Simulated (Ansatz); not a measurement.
# Li3Si2N: properties of a relaxed candidate

This session takes a relaxed cell of Li3Si2N and sets out to compute bands, density of states and charges.

Computed with Ansatz 0.2.0 (DFT PBE, scalar-relativistic, plane waves, PAW, unless a step's input says otherwise).

1 further run of the same task is left out (set aside as unsound or not needed).

### Step 1. The starting structure

It takes space group P-62m (No. 189, hexagonal). The conventional cell has a = 5.134 Å, b = 5.134 Å, c = 5.964 Å, α = 90.00°, β = 90.00°, γ = 120.00°. Around Li (site symmetry m2m) lie 4 Li at 2.58 Å and 2 Si at 2.76 Å. Si (site symmetry 3m) has 1 N at 1.66 Å as nearest neighbours. N (site symmetry -62m) is surrounded by 2 Si at 1.66 Å.

As a file:

```
Li Si N
1.0
     5.13371    0.00000    0.00000
    -2.56686    4.44592    0.00000
     0.00000    0.00000    5.96360
Li Si N
3 2 1
Direct
  0.47203 0.00000 0.50000
  0.00000 0.47203 0.50000
  0.52797 0.52797 0.50000
  0.00000 0.00000 0.72108
  0.00000 0.00000 0.27892
  0.00000 0.00000 0.00000
```

It is the end of an earlier relaxation with the same method, from a generated guess; it is a trial structure. At a tolerance of 0.05 Å it has space group P-62m (No. 189); it has 22.69 Å³/atom, an uncorrected energy of +0.21 eV/atom over the elements.

### Step 2. Electronic structure at the relaxed geometry

Input file input.yaml:

```yaml
crystal:
  lattice:
    - [5.1337105981, 0.0, 0.0]
    - [-2.5668552991, 4.4459237936, 0.0]
    - [0.0, 0.0, 5.9635959982]
  atoms:
    - { symbol: Li, position: [0.4720332021, 0.0, 0.5] }
    - { symbol: Li, position: [0.0, 0.4720332021, 0.5] }
    - { symbol: Li, position: [0.5279667979, 0.5279667979, 0.5] }
    - { symbol: Si, position: [0.0, 0.0, 0.7210774174] }
    - { symbol: Si, position: [0.0, 0.0, 0.2789225826] }
    - { symbol: "N", position: [0.0, 0.0, 0.0] }
basis:
  ecutwfc: 420
kpoints:
  mp_grid: { grid: [12, 12, 6] }
  band_path:
    path:
      - [[0.0, 0.0, 0.0], [0.5, 0.0, 0.0], [0.33333333, 0.33333333, 0.0], [0.0, 0.0, 0.0], [0.0, 0.0, 0.5], [0.5, 0.0, 0.5], [0.33333333, 0.33333333, 0.5], [0.0, 0.0, 0.5]]
      - [[0.5, 0.0, 0.5], [0.5, 0.0, 0.0]]
      - [[0.33333333, 0.33333333, 0.5], [0.33333333, 0.33333333, 0.0]]
    npoints: 14
hamiltonian:
  xc: pbe
scf:
  occupations: { method: gaussian, width: 0.1 }
  n_extra_bands: 15
output:
  forces: true
  stress: true
  eigenvalues: true
  populations: true
  dos: { projected: true, de: 0.02, nscf_kmesh: { grid: [15, 15, 8] } }
  bader: true
```

Run with:

```sh
$ ansatz run input.yaml --threads 1 --pin off --max-ram 2560MiB --backend cpu --events-out ev --progress --plain --runs-dir out
```

Before running it: what results should come out? Wanted: gap; states at the Fermi level; Bader charges.

**Answer**, as computed:

```
                 quantity                          value
                      gap                   none (metal)
states at the Fermi level           0.10 per eV per cell
            Bader charges  Li +0.80, Si -0.18, N -2.05 e
```

What this shows: It comes out metallic. Of the projected weight within 0.25 eV of the Fermi level, the largest part is Si 3p (60 %) and N 2p (30 %). The projections leave out shells that the potentials don't hold, such as empty d states. Charge transfer between the atoms is strong (Bader charges up to 2.0 e). The final runs have no spin polarisation, so no magnetic state was tried and one may lie lower.
